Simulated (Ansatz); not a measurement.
# Ni (Nickel): the cost of one run

Program: Ansatz 0.2.0 through its Python package. The levels of theory stand in the script. These are calculated values, not measurements.

## 1. The system

The structure is cubic, space group Fm-3m (No. 225). The conventional cell has a = 3.524 Å, b = 3.524 Å, c = 3.524 Å, α = 90.00°, β = 90.00°, γ = 90.00°. Ni (site symmetry m-3m) has 12 Ni at 2.49 Å as nearest neighbours.

ni.cif, read by the script:

```cif
data_Ni
_cell_length_a 2.491752
_cell_length_b 2.491752
_cell_length_c 2.491752
_cell_angle_alpha 60.00000
_cell_angle_beta 60.00000
_cell_angle_gamma 60.00000
_symmetry_space_group_name_H-M 'P 1'
_symmetry_Int_Tables_number 1
loop_
_symmetry_equiv_pos_as_xyz
'x, y, z'
loop_
_atom_site_label
_atom_site_type_symbol
_atom_site_fract_x
_atom_site_fract_y
_atom_site_fract_z
Ni1 Ni    0.000000    0.000000    0.000000
```

## 2. The code

lattice.py reads:

```python
'''How the lattice of Ni depends on the functional.'''

import ansatz
from ase.io import read
import numpy as np

def edges_and_angles(cell):
    cell = np.asarray(cell)
    a, b, c = np.linalg.norm(cell, axis=1)
    cosines = cell[1] @ cell[2] / (b * c), cell[0] @ cell[2] / (a * c), cell[0] @ cell[1] / (a * b)
    return (a, b, c, *np.degrees(np.arccos(cosines)))


def main() -> None:
    atoms = read('ni.cif')
    cell = ansatz.Crystal.from_ase(atoms).moments(Ni=1.5)

    base = (
        cell.calculation()
        .kpoints(length=28)  # the mesh must be finer for metals
        .occupations('cold')
        .spin('collinear')  # two spin channels
        .relax(cell=True, force_tolerance=0.03)
    )

    levels = [('r2scan', 'rvv10'), ('pbe', 'none'), ('revpbe', 'd3bj')]
    print('level            a       b       c    alpha   beta  gamma  V/atom  steps')
    for name, dispersion in levels:
        seen = []
        run = base.functional(name, dispersion=dispersion).session().plan()
        res = run.execute(on_event=lambda e: seen.append(e) if e['event'] == 'relax_step' else None)
        cell = res.lattice.cell_ang
        label = name if dispersion == 'none' else f'{name}+{dispersion}'
        print('{:13s} {:7.4f} {:7.4f} {:7.4f} {:6.2f} {:6.2f} {:6.2f}'.format(label, *edges_and_angles(cell)), f'{abs(np.linalg.det(cell)) / len(res.lattice.sites):7.3f} {len(seen):5d}')


if __name__ == '__main__':
    main()
```

## 3. The input behind the calls

The engine receives this input (first run):

```yaml
crystal:
  lattice:
    - [2.491752, 0.0, 0.0]
    - [1.2458760000000002, 2.1579205319306825, 0.0]
    - [1.2458760000000002, 0.7193068439768943, 2.034506988519823]
  atoms:
    - { symbol: Ni, position: [0.0, 0.0, 0.0] }
kpoints:
  mp_grid:
    grid: [14, 14, 14]
hamiltonian:
  xc: r2scan
  dispersion: rvv10
magnetization:
  spin_polarized: true
  per_species:
    Ni: 1.5
scf:
  occupations:
    method: cold
relax:
  f_tol: 0.03
  cell: {}
```

## 4. Launch

Run with:

```bash
> python lattice.py
```

**Question.** How long does this script take on 1 thread of Intel Xeon Platinum 8375C at 2.90GHz (Ice Lake), shared host, and how much memory does it need?

About 1.7 min, with a peak of 0.54 GiB.
